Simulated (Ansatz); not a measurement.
This was printed by a script on Ansatz's Python interface, for a ladder of methods at one geometry of C₄H₅Br, SMILES C=CC=CBr. What did the script look like? Use (for the species named): HSE06, def2-SVP basis, multiplicity 1. The script varies functional: hse06, pbe, blyp, pbe0, lc_wpbe, revpbe.

```xyz
10

C    -0.6121   -1.3313    1.2510
C    -0.1976   -0.7803    0.0923
C     0.1060    0.6198   -0.0818
C     0.6795    1.1376   -1.2174
Br    1.0438    2.9076   -1.4701
H    -0.8985   -2.3272    1.3153
H    -0.7914   -0.6738    2.1269
H    -0.0176   -1.4216   -0.7669
H     0.0013    1.2874    0.8337
H     0.7697    0.5307   -2.0799
```

Output of `python methods.py`:
```text
INFO:run:functional    E (Ha)        dipole (D)   HOMO (eV)  LUMO (eV)
INFO:run:hse06        -2728.619243     1.123      -6.118     -1.640
INFO:run:pbe          -2728.517301     0.891      -5.483     -2.096
INFO:run:blyp         -2729.058292     0.835      -5.248     -1.876
INFO:run:pbe0         -2728.623464     1.132      -6.503     -1.267
INFO:run:lc_wpbe      -2728.640854     1.305      -8.992      0.874
INFO:run:revpbe       -2728.852221     0.910      -5.435     -2.032
```

The script that was run (others could print the same):

`methods.py`
```python
'''One geometry of C4H5Br, method by method.'''

from pathlib import Path
import logging
import sys

import ansatz as az
import numpy as np

logging.basicConfig(stream=sys.stdout, format='%(levelname)s:%(name)s:%(message)s')
log = logging.getLogger('run')
log.setLevel(logging.INFO)

GEOMETRY = '''
C    -0.61210   -1.33130    1.25100
C    -0.19760   -0.78030    0.09230
C     0.10600    0.61980   -0.08180
C     0.67950    1.13760   -1.21740
Br    1.04380    2.90760   -1.47010
H    -0.89850   -2.32720    1.31530
H    -0.79140   -0.67380    2.12690
H    -0.01760   -1.42160   -0.76690
H     0.00130    1.28740    0.83370
H     0.76970    0.53070   -2.07990
'''


def main() -> None:
    system = az.Crystal.molecule()
    for line in GEOMETRY.strip().splitlines():
        symbol, *xyz = line.split()
        system = system.atom(symbol, [float(v) for v in xyz])

    calc = system.calculation().basis(gaussian='def2-SVP')

    log.info('functional    E (Ha)        dipole (D)   HOMO (eV)  LUMO (eV)')
    for name in ['hse06', 'pbe', 'blyp', 'pbe0', 'lc_wpbe', 'revpbe']:
        summary = calc.functional(name).forces().orbitals().run(runs_dir='runs').report
        lines = Path(summary['orbitals_path']).read_text().splitlines()
        field_of = lambda key: [line.split('=')[1].strip() for line in lines if line.startswith(key)]
        orbitals = [(27.211386 * float(e), s, float(n)) for e, s, n in zip(field_of('Ene='), field_of('Spin='), field_of('Occup='))]
        homo = max(e for e, _, n in orbitals if n > 0.5)
        lumo = min(e for e, _, n in orbitals if n < 0.5)
        dipole = 4.803205 * np.linalg.norm(summary['charge_distribution']['dipole_moment_e_ang'])
        log.info(f'{name:10s} {summary["free_energy_ev"] / 27.211386246:14.6f} {dipole:9.3f} {homo:11.3f} {lumo:10.3f}')


if __name__ == '__main__':
    main()
```

Total energies depend on the basis set; only differences at equal settings carry meaning. The geometry is a force-field or estimated start, not a minimum of this method, and the basis set is short of its limit. A lower total doesn't mark the better method: functionals have no common bound, and MP2 and coupled cluster aren't variational. Levels such as HOMO and LUMO are orbital energies: with these approximate functionals they aren't the ionisation energy and electron affinity, and their gap isn't the fundamental gap. hse06 follows the composition of plane-wave codes, whose totals differ by tens of mHa, up to about 0.1 Ha, from the form usual in Gaussian-basis programs (wpbeh). Finished in 28 s on 1 thread of Arm Neoverse V2 (shared host), peak memory 0.33 GiB.

(Lines on the test bed's own set-up are left out of the output.)
